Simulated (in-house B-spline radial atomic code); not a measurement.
**Pd²²⁺: excited configurations in jj coupling**

Aim: the energies of several excited configurations of Pd²²⁺ above a reference configuration, each from its own self-consistent run.

The numbers are computed with in-house B-spline radial atomic code version 1 (Dirac-Hartree-Fock, average of configuration, Fermi nucleus, basis-set limit), except any that are marked as measured or tabulated.

### Step 1. Starting point

- element: palladium (Z = 46)
- charge: +22
- electrons: 24
- configuration: 1s2 2s2 2p6 3s2 3p6 3d-4 3d+2
- Hamiltonian: Dirac-Coulomb
- nucleus: Fermi, rms radius 4.532 fm

In configurations, a minus sign after the shell means j = l − 1/2 and a plus sign j = l + 1/2; the count of electrons follows.

The run's settings:

```ini
Z = 46
electrons = 24.0
configuration = 1s2 2s2 2p6 3s2 3p6 3d-4 3d+2
hamiltonian = dirac
method = hf
spin_polarised = False
nucleus = fermi
rms_radius = 4.5318
mass_number = 106
atomic_mass = 105.903480287
speed_of_light = 137.035999084
```

This reference run was done before. Its total energy is -4784.268473 hartree, and its levels are (the highest eight at most):

```csv
orbital,occupation,energy (eV),<r> (bohr)
2s1/2,2,-4444.71,0.1372
2p1/2,2,-4176.88,0.1168
2p3/2,4,-4008.56,0.1214
3s1/2,2,-1390.40,0.3609
3p1/2,2,-1288.83,0.3500
3p3/2,4,-1245.12,0.3596
3d3/2,4,-1080.46,0.3241
3d5/2,2,-1071.58,0.3271
```

### Step 2. Configuration 1s2 2s2 2p6 3s2 3p-1 3p+4 3d-4 3d+2 7p-1

The run's settings:

```ini
Z = 46
electrons = 24.0
configuration = 1s2 2s2 2p6 3s2 3p-1 3p+4 3d-4 3d+2 7p-1
hamiltonian = dirac
method = hf
spin_polarised = False
nucleus = fermi
rms_radius = 4.5318
mass_number = 106
atomic_mass = 105.903480287
speed_of_light = 137.035999084
```

### Step 3. Run with 1s2 2s2 2p6 3s2 3p6 3d-3 3d+2 5f-1

The settings differ from step 2 so:

```diff
@@ -2,3 +2,3 @@
 electrons = 24.0
-configuration = 1s2 2s2 2p6 3s2 3p-1 3p+4 3d-4 3d+2 7p-1
+configuration = 1s2 2s2 2p6 3s2 3p6 3d-3 3d+2 5f-1
 hamiltonian = dirac
```

### Step 4. Run with 1s2 2s2 2p6 3s2 3p6 3d-4 3d+1 6g+1

The settings differ from step 3 so:

```diff
@@ -2,3 +2,3 @@
 electrons = 24.0
-configuration = 1s2 2s2 2p6 3s2 3p6 3d-3 3d+2 5f-1
+configuration = 1s2 2s2 2p6 3s2 3p6 3d-4 3d+1 6g+1
 hamiltonian = dirac
```

### Step 5. Configuration 1s2 2s2 2p6 3s2 3p6 3d-1 3d+4 5s1

The settings differ from step 4 so:

```diff
@@ -2,3 +2,3 @@
 electrons = 24.0
-configuration = 1s2 2s2 2p6 3s2 3p6 3d-4 3d+1 6g+1
+configuration = 1s2 2s2 2p6 3s2 3p6 3d-1 3d+4 5s1
 hamiltonian = dirac
```

### Step 6. Run with 1s2 2s2 2p6 3s2 3p6 3d+5 7d-1

The settings differ from step 5 so:

```diff
@@ -2,3 +2,3 @@
 electrons = 24.0
-configuration = 1s2 2s2 2p6 3s2 3p6 3d-1 3d+4 5s1
+configuration = 1s2 2s2 2p6 3s2 3p6 3d+5 7d-1
 hamiltonian = dirac
```

### Step 7. Configuration 1s2 2s2 2p6 3s2 3p6 3d+6

The settings differ from step 6 so:

```diff
@@ -2,3 +2,3 @@
 electrons = 24.0
-configuration = 1s2 2s2 2p6 3s2 3p6 3d+5 7d-1
+configuration = 1s2 2s2 2p6 3s2 3p6 3d+6
 hamiltonian = dirac
```

### Step 8. Configuration 1s2 2s2 2p6 3s2 3p6 3d-2 3d+4

The settings differ from step 7 so:

```diff
@@ -2,3 +2,3 @@
 electrons = 24.0
-configuration = 1s2 2s2 2p6 3s2 3p6 3d+6
+configuration = 1s2 2s2 2p6 3s2 3p6 3d-2 3d+4
 hamiltonian = dirac
```

Before running: How far above the reference does each configuration lie (order and size, in eV)?

**Answer**, as computed:

| net move | configuration | energy above the reference (eV) | with Breit, QED, recoil (eV) | largest <r> (bohr) |
| --- | --- | --- | --- | --- |
| 2×3d3/2 → 2×3d5/2 | 1s2 2s2 2p6 3s2 3p6 3d-2 3d+4 | 14.676 | 14.136 | 0.361 |
| 4×3d3/2 → 4×3d5/2 | 1s2 2s2 2p6 3s2 3p6 3d+6 | 23.889 | 23.158 | 0.361 |
| 3×3d3/2 → 2×3d5/2, 5s | 1s2 2s2 2p6 3s2 3p6 3d-1 3d+4 5s1 | 711.25 | 710.49 | 1.24 |
| 3d3/2 → 5f5/2 | 1s2 2s2 2p6 3s2 3p6 3d-3 3d+2 5f-1 | 776.80 | 776.31 | 1.29 |
| 3d5/2 → 6g9/2 | 1s2 2s2 2p6 3s2 3p6 3d-4 3d+1 6g+1 | 868.01 | 867.87 | 1.90 |
| 4×3d3/2 → 3×3d5/2, 7d3/2 | 1s2 2s2 2p6 3s2 3p6 3d+5 7d-1 | 935.03 | 934.00 | 2.80 |
| 3p1/2 → 7p1/2 | 1s2 2s2 2p6 3s2 3p-1 3p+4 3d-4 3d+2 7p-1 | 1114.83 | 1113.55 | 2.70 |

The energies run from 14.676 eV (2×3d3/2 → 2×3d5/2) to 1114.83 eV (3p1/2 → 7p1/2). 1 of them lies more than 2 % above the ionisation threshold that Koopmans' theorem gives (1071.58 eV), where such states can decay by emitting an electron. Two partly filled shells share a symmetry and can mix in the average, which may lower the energy, for: 3p1/2 → 7p1/2. These are averages over configurations, without correlation, not spectroscopic levels.
